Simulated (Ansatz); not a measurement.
Predict the output of the script below (Ansatz 0.2.0, Python API).

The script, `run_berry.py`:
```python
"""Berry-phase polarisation of BaSr3O4, and a Born charge from a small shift."""

import ansatz as az
import numpy as np

SETTINGS = {
    "functional": "pbesol",
    "occupations": "fixed",
}

vectors = np.array([
    [5.327695, 0.0, 0.0],
    [0.0, 5.327695, 0.0],
    [0.0, 0.0, 5.327695],
])
structure = (
    az.Lattice.of(vectors)
    .atom("Ba", (0.5, 0.5, 0.5))
    .atom("Sr", (0.5, 0.0, 0.0))
    .atom("Sr", (0.0, 0.5, 0.0))
    .atom("Sr", (0.0, 0.0, 0.5))
    .atom("O", (0.0, 0.5, 0.5))
    .atom("O", (0.5, 0.0, 0.5))
    .atom("O", (0.5, 0.5, 0.0))
    .atom("O", (0.0, 0.0, 0.0))
)

def berry(structure):
    return (
        structure.calculation()
        .functional(SETTINGS["functional"])
        .kpoints(4)
        .occupations(SETTINGS["occupations"])
        .polarization()
        .run()
        .polarization()
    )


vectors = np.array(structure.lattice.vectors)
shifted = structure.move(5, to=np.array(structure.sites[5].position) + 0.01 * np.linalg.inv(vectors)[2])
before, after = berry(structure), berry(shifted)
for label, p in (("as typed", before), ("shifted", after)):
    print(label, "reduced polarisation:", [round(axis.reduced, 4) for axis in p.axes], "modulo", p.modulus)
# take the change on the nearest branch, then turn it into a dipole per cell
change = np.array([b.reduced - a.reduced for a, b in zip(before.axes, after.axes)])
change -= before.modulus * np.round(change / before.modulus)
dipole = change @ vectors
print("dipole change (e A):", np.round(dipole, 4) + 0.0)
print("column of the Born charge of", structure.sites[5].symbol, "for a shift along z:", np.round(dipole / 0.01, 2) + 0.0)
```

```console
$ python run_berry.py
DeckWarning: basis.ecutwfc = 420 eV, auto-derived from the records' recommended cutoffs: set by Ba (normal level)
as typed reduced polarisation: [16.0, 16.0, 16.0] modulo 2
shifted reduced polarisation: [16.0, 16.0, 15.9956] modulo 2
dipole change (e A): [ 0.      0.     -0.0236]
column of the Born charge of O for a shift along z: [ 0.    0.   -2.36]
```
(Warnings from the package without file and line.)

Notes:
- This cell is a computed structure, which may not be the phase found in nature.
- Polarisation is defined up to a quantum, so only the change along a continuous path has meaning.
- Wall time of the script: 48 s on 1 thread of Arm Neoverse V1, on a shared host, peak memory 0.5 GiB.
